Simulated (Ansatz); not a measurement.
Runs of Ansatz 0.2.0 on CsLiCr2Te2S3. It takes space group R32 (No. 155, trigonal). Conventional cell: a = 6.639 Å, b = 6.639 Å, c = 20.639 Å, α = 90.00°, β = 90.00°, γ = 120.00°. Cs (site symmetry 32) is surrounded by 6 Te at 3.84 Å and 6 S at 4.04 Å and 2 Cr at 4.16 Å. Li (site symmetry 32) has 3 S at 2.41 Å as nearest neighbours. Around Cr (site symmetry 3) lie 3 S at 2.24 Å and 1 Te at 2.45 Å. Around Te (site symmetry 3) lie 1 Cr at 2.45 Å. Around S (site symmetry 2) lie 2 Cr at 2.24 Å and 1 Li at 2.41 Å. The cell was built by a generator and needn't be a form met in nature.

```csv
task,level,cell,k mesh,cutoff (eV),target pressure (GPa),points for each segment of the path,gap on the mesh (eV),pressure (GPa),moment (μB),relaxed volume (Å³/atom),largest force (eV/Å)
relaxation of cell and atoms,LDA,relaxed,4 × 4 × 4,420,-,-,none,0.0,3.99,24.93,-
relaxation of cell and atoms,PBE,relaxed to 5 GPa,4 × 4 × 4,420,5,-,none,5.0,4.01,-,-
single point,PBE,"atoms moved at random, drawn with an rms of 0.05 Å",5 × 5 × 5,420,-,-,none,-0.2,4.01,-,1.13
single point,PBE,as given,5 × 5 × 5,420,-,-,none,0.0,4.00,-,0.01
relaxation of cell and atoms,r2SCAN+D4,relaxed,4 × 4 × 4,500,-,-,none,0.0,4.00,(a),-
band structure,LDA,as given,5 × 5 × 5,420,-,10,none,-3.9,4.00,-,(b)
relaxation of cell and atoms,PBE,relaxed to 2 GPa,4 × 4 × 4,420,2,-,none,2.0,4.00,-,0.01
```

Alike in all rows: potentials or basis Ansatz PAW; spin collinear, ferromagnetic start; smearing fermi-dirac 0.05 eV.

Question: Fill in the values left out.

Answer: (a) 27.66; (b) 0.48.

Caveats: only a ferromagnetic start was run, and an antiferromagnetic order may lie lower in energy; the plane-wave basis is chosen anew once the cell has moved, so the energies of steps on either side of that aren't comparable (some runs); the PAW data sets come from PBE, with cores solved anew for the run's functional, which leaves a small shift of forces and pressure (some runs); the volume moved by over 15 % at a fixed basis, so the end points are rough (some runs); the magnetic or orbital state may not be the lowest (some runs); pairwise dispersion overbinds metals, which lowers pressure and volume (some runs); spin-orbit coupling is left out, which moves the levels of the heavy elements (some runs).

A k mesh can miss the band edges, and the runs leave out spin-orbit coupling on Cs, Te.

A gap of «none» marks a metal or a gap under the smearing width.
